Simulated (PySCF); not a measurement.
# AsH₂⁺: a ladder of methods and rigid scans

How much do the numbers for AsH₂⁺ (singlet) hang on the method? All levels run at one geometry, the PBE0 minimum. Rigid scans about the minimum follow.

Method: several methods, basis As def2-TZVP, H def2-TZVP, no relativity, density fitting; program: PySCF 2.14.0.

### Step 1. The starting structure

3 atoms, charge 1, spin multiplicity 1.

Bond lengths: As1–H2 1.530 Å, As1–H3 1.530 Å. Angles: H2–As1–H3 91.0°.

```xyz
3
charge 1 multiplicity 1
As    0.0000    0.0000   -0.0281
H     1.0910    0.0000    1.0447
H    -1.0910    0.0000    1.0447
```

### Step 2. PBE0

One driver script runs all steps and calls PySCF; scf.py shows the equivalent input of each level. Each SCF starts from the density of the minimum. The driver also runs the species with one electron less or more at the same geometry (one less: multiplicity 2, one more: multiplicity 2); their logs are not shown.

The input, scf.py:

```python
from pyscf import gto, scf, dft
mol = gto.M(atom='''
As    -0.000000     0.000000    -0.028106
H      1.090958    -0.000000     1.044702
H     -1.090958     0.000000     1.044702''',
    basis={'As': 'def2-TZVP', 'H': 'def2-TZVP'},
    charge=1, spin=0)
mf = dft.RKS(mol, xc='PBE0')
mf.grids.atom_grid = (75, 302)
aux = {'As': 'def2-universal-JKFIT', 'H': 'def2-universal-JKFIT'}
mf = mf.density_fit(auxbasis=aux)
mf.kernel()
```

### Step 3. CCSD(T)

scf.py: that of step 2 with these lines changed.

```diff
@@ -8,2 +8 @@
-mf = dft.RKS(mol, xc='PBE0')
-mf.grids.atom_grid = (75, 302)
+mf = scf.RHF(mol)
@@ -12,0 +12,3 @@
+from pyscf import cc
+mycc = cc.CCSD(mf, frozen=9).run()
+mycc.ccsd_t()
```

### Step 4. HF

scf.py: that of step 3 with these lines changed.

```diff
@@ -12,3 +11,0 @@
-from pyscf import cc
-mycc = cc.CCSD(mf, frozen=9).run()
-mycc.ccsd_t()
```

### Step 5. PBE

scf.py: that of step 4 with these lines changed.

```diff
@@ -8 +8,2 @@
-mf = scf.RHF(mol)
+mf = dft.RKS(mol, xc='PBE')
+mf.grids.atom_grid = (75, 302)
```

### Step 6. r2SCAN

scf.py: that of step 5 with these lines changed.

```diff
@@ -8,2 +8,2 @@
-mf = dft.RKS(mol, xc='PBE')
-mf.grids.atom_grid = (75, 302)
+mf = dft.RKS(mol, xc='R2SCAN')
+mf.grids.atom_grid = (90, 434)
```

### Step 7. B3LYP

scf.py: that of step 6 with these lines changed.

```diff
@@ -8,2 +8,2 @@
-mf = dft.RKS(mol, xc='R2SCAN')
-mf.grids.atom_grid = (90, 434)
+mf = dft.RKS(mol, xc='B3LYP')
+mf.grids.atom_grid = (75, 302)
```

### Step 8. TPSSh

scf.py: that of step 7 with these lines changed.

```diff
@@ -8,2 +8,2 @@
-mf = dft.RKS(mol, xc='B3LYP')
-mf.grids.atom_grid = (75, 302)
+mf = dft.RKS(mol, xc='TPSSH')
+mf.grids.atom_grid = (90, 434)
```

### Step 9. revPBE

scf.py: that of step 8 with these lines changed.

```diff
@@ -8,2 +8,2 @@
-mf = dft.RKS(mol, xc='TPSSH')
-mf.grids.atom_grid = (90, 434)
+mf = dft.RKS(mol, xc='PBE_R,PBE')
+mf.grids.atom_grid = (75, 302)
```

### Step 10. M06

scf.py: that of step 9 with these lines changed.

```diff
@@ -8,2 +8,2 @@
-mf = dft.RKS(mol, xc='PBE_R,PBE')
-mf.grids.atom_grid = (75, 302)
+mf = dft.RKS(mol, xc='M06')
+mf.grids.atom_grid = (90, 434)
```

### Step 12. Breathing scan

A rigid scan with PBE0: all bonds to the central atom are scaled together. Each point starts from its neighbour's orbitals, and energies count from the minimum. Dipoles of the ion refer to the centre of mass.

### Step 13. Stretching one bond

A rigid scan with PBE0: the bond from As to the last atom (H) is scaled and the rest held.

### Step 14. Bending curve

A rigid scan with PBE0: the H–As–H angle changes, with bonds held.

### Step 15. Bend–stretch map

A rigid scan with PBE0: rows scale both bonds, columns set the H–As–H angle.

### Step 16. Map over both bonds

A rigid scan with PBE0: rows scale the first bond (As–H), columns the second (As–H).

(Steps that only read results are left out.)

What does the calculation give? Wanted: vertical ionisation energy, CCSD(T); vertical electron affinity, CCSD(T); orbital gap, range; T1, D1; T1, D1 of the species with one electron less; T1, D1 of the species with one electron more; all bonds 4 % longer; one bond 20 % longer; linear shape, bonds held.

The runs gave:

```
                                    quantity                        value
         vertical ionisation energy, CCSD(T)                     19.29 eV
         vertical electron affinity, CCSD(T)                      9.35 eV
                          orbital gap, range  1.96 (PBE) to 10.75 (HF) eV
                                      T1, D1                 0.010, 0.026
T1, D1 of the species with one electron less                 0.012, 0.034
T1, D1 of the species with one electron more                 0.011, 0.035
                        all bonds 4 % longer                   5.9 kJ/mol
                        one bond 20 % longer                  53.5 kJ/mol
                    linear shape, bonds held                 314.6 kJ/mol
```

**Reading.** Against CCSD(T), the vertical ionisation energy is best met by r2SCAN (-0.02 eV) and worst by HF (-1.06 eV). r2SCAN costs 14 s against 44 s for CCSD(T), a factor of about 3, and lands within 0.02 eV. For the vertical electron affinity, revPBE comes nearest to CCSD(T) (+0.06 eV) and HF is farthest (-0.41 eV). PBE's −ε(HOMO), 15.1 eV, falls 4.1 eV short of the ionisation energy, while its energy difference gives 19.2 eV. Shortening all bonds by 4 % costs 7.1 kJ/mol and lengthening them 5.9: the wall is steeper on the short side. Held rigid otherwise, the linear shape costs 315 kJ/mol.
